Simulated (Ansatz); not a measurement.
The system is K2CuBr2F2.

```
CELL_PARAMETERS angstrom
5.02931 0.00000 0.00000
0.00000 5.02931 0.00000
0.00000 0.00000 6.63486
ATOMIC_POSITIONS crystal
Br 0.50000 0.00000 0.00000
Br 0.00000 0.50000 0.00000
Cu 0.00000 0.00000 0.00000
K 0.50000 0.00000 0.50000
K 0.00000 0.50000 0.50000
F 0.50000 0.50000 0.50000
F 0.00000 0.00000 0.50000
```

The cell comes from a database or a generator and needn't be the stable form of this composition.

| Quantity | Value |
| --- | --- |
| Program | Ansatz 0.2.0 |
| Task | single point |
| Functional | PBE |
| Potentials or basis | Ansatz PAW |
| Cutoff | 420 eV (not typed: the program's choice for these potentials) |
| k mesh | 5 × 5 × 4 |
| Occupations | fermi-dirac, width 0.05 eV |
| Spin | no spin polarisation |

On this cell: pressure 0.9 GPa; largest force under 0.003 eV/Å; band gap on the k mesh none (metal or under the smearing width).

The same run follows on a disturbed copy (atoms moved at random, drawn with an rms of 0.05 Å):

```
Br Cu K F
1.0
     5.02931    0.00000    0.00000
     0.00000    5.02931    0.00000
     0.00000    0.00000    6.63486
Br Cu K F
2 1 2 2
Direct
  0.50129 0.01329 0.99325
  0.99577 0.51282 0.00387
  0.00236 0.00121 0.00471
  0.49289 0.00681 0.50163
  0.99204 0.50716 0.49838
  0.49233 0.50706 0.50476
  0.99918 0.99700 0.49062
```

**Question.** What does the disturbed cell give?

**Answer.** The energy (extrapolated to zero smearing) moves by +1.5 meV/atom; pressure 1.0 GPa; largest force 0.259 eV/Å; band gap on the k mesh none (metal or under the smearing width).

Forces in eV/Å, atoms in the order of the input:
```
Br  -0.007  0.030  0.080
Br   0.007 -0.184 -0.055
Cu  -0.001  0.142  0.080
K    0.111  0.001 -0.070
K    0.005 -0.183  0.056
F    0.003 -0.017  0.001
F   -0.118  0.211 -0.093
```

Stress tensor (GPa, compression positive):
```
0.61 0.01 0.01
0.01 0.79 0.00
0.01 0.00 1.54
```

Caveats: an odd number of electrons without spin polarisation forces a metal; a magnetic or distorted state may lie lower; the run has no spin polarisation, though such a crystal can be magnetic; semilocal functionals often make such compounds metallic where correlation or magnetic order opens a gap, which also shifts bond lengths.
